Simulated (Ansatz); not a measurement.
Write a Python script for Ansatz's Python interface that makes a convergence test of the plane-wave cutoff of MgZn3, space group Pm-3m. Level of theory (first run): r2SCAN, PAW, cutoff 250 eV, 4×4×4 k-points, Fermi-Dirac smearing of 0.1 eV. The script varies cutoff (eV): 250, 300, 350, 400.

```yaml
crystal:
  lattice:
    - [3.96629, 0.00000, 0.00000]
    - [0.00000, 3.96629, 0.00000]
    - [0.00000, 0.00000, 3.96629]
  atoms:
    - { symbol: Mg, position: [0.00000, 0.00000, 0.00000] }
    - { symbol: Zn, position: [0.50000, 0.50000, 0.00000] }
    - { symbol: Zn, position: [0.50000, 0.00000, 0.50000] }
    - { symbol: Zn, position: [0.00000, 0.50000, 0.50000] }
```

The script, `ecut_mgzn3.py`:
```python
# -*- coding: utf-8 -*-
"""Convergence of MgZn3 with the plane-wave cutoff."""

import csv

import ansatz as az
from pymatgen.core import Lattice, Structure
from pymatgen.io.ase import AseAtomsAdaptor

pmg_structure = Structure(
    Lattice([(3.9663, 0.0, 0.0), (0.0, 3.9663, 0.0), (0.0, 0.0, 3.9663)]),
    ["Mg", "Zn", "Zn", "Zn"],
    [
        (0.0, 0.0, 0.0),
        (0.5, 0.5, 0.0),
        (0.5, 0.0, 0.5),
        (0.0, 0.5, 0.5),
    ],
)
system = az.Crystal.from_ase(AseAtomsAdaptor.get_atoms(pmg_structure))

calc = system.calculation()
calc = calc.functional("r2SCAN")
calc = calc.kpoints(4, 4, 4, shift=0.5).occupations("fermi_dirac")
calc = calc.mixing("broyden", preconditioner="none")
calc = calc.eigensolver("davidson")
calc = calc.scf(tolerance=1e-05, max_iterations=150, extra_bands=2)
calc = calc.band_table()

rows = []
for value in [250, 300, 350, 400]:
    rep = calc.basis(value).run(threads=1).report
    rows.append((value, rep["free_energy_ev"] / len(rep["lattice"]["sites"]), rep["n_iterations"], rep["gap_by_band_count_ev"], rep["n_pw"]))

with open("ecut.csv", "w", newline="") as handle:
    writer = csv.writer(handle)
    writer.writerow(["cutoff (eV)", "F/atom (eV)", "iterations", "gap by band count (eV)", "plane waves"])
    writer.writerows([round(v, 5) if isinstance(v, float) else v for v in row] for row in rows)

# differences from the last row
for row in rows[:-1]:
    shift = 1000 * (row[1] - rows[-1][1])
    print(f"{row[0]}: {shift:+.2f} meV/atom" + ("  (within 1 meV)" if abs(shift) < 1 else ""))
```

```console
$ python ecut_mgzn3.py
DeckWarning: basis.ecutwfc = 250 eV is below the records' recommended 500 eV, and the density's cutoff is lower with it unless basis.ecutrho_ratio is high enough to keep the records' density cutoff: compare with a run at a higher cutoff
DeckWarning: basis.ecutwfc = 300 eV is below the records' recommended 500 eV, and the density's cutoff is lower with it unless basis.ecutrho_ratio is high enough to keep the records' density cutoff: compare with a run at a higher cutoff
DeckWarning: basis.ecutwfc = 350 eV is below the records' recommended 500 eV, and the density's cutoff is lower with it unless basis.ecutrho_ratio is high enough to keep the records' density cutoff: compare with a run at a higher cutoff
DeckWarning: basis.ecutwfc = 400 eV is below the records' recommended 500 eV, and the density's cutoff is lower with it unless basis.ecutrho_ratio is high enough to keep the records' density cutoff: compare with a run at a higher cutoff
250: +921.45 meV/atom
300: +86.01 meV/atom
350: +4.29 meV/atom
```
(Warnings from the package without file and line.)

It writes `ecut.csv`:
```csv
cutoff (eV),F/atom (eV),iterations,gap by band count (eV),plane waves
250,-2974.9487,7,-0.36268,587
300,-2975.78414,5,-0.37152,739
350,-2975.86586,5,-0.37636,925
400,-2975.87015,6,-0.37628,1141
```

The mesh is modest for a metal, so energies can be off by several to tens of meV an atom and pressures by half a GPa or more; differences at equal mesh fare better. A gap by band count of zero or less means overlapping bands, a metal. The structure comes from a database of computed cells and needn't be a stable or known phase. Gaps and levels are Kohn-Sham values on a finite set of k-points. Shifts are counted from the last row, which is itself no proven limit. Cost: roughly 3 core-seconds.

(A comment or docstring line of the script was reworded after the run, the code is as it ran; lines on the test bed's own set-up are left out of the output.)
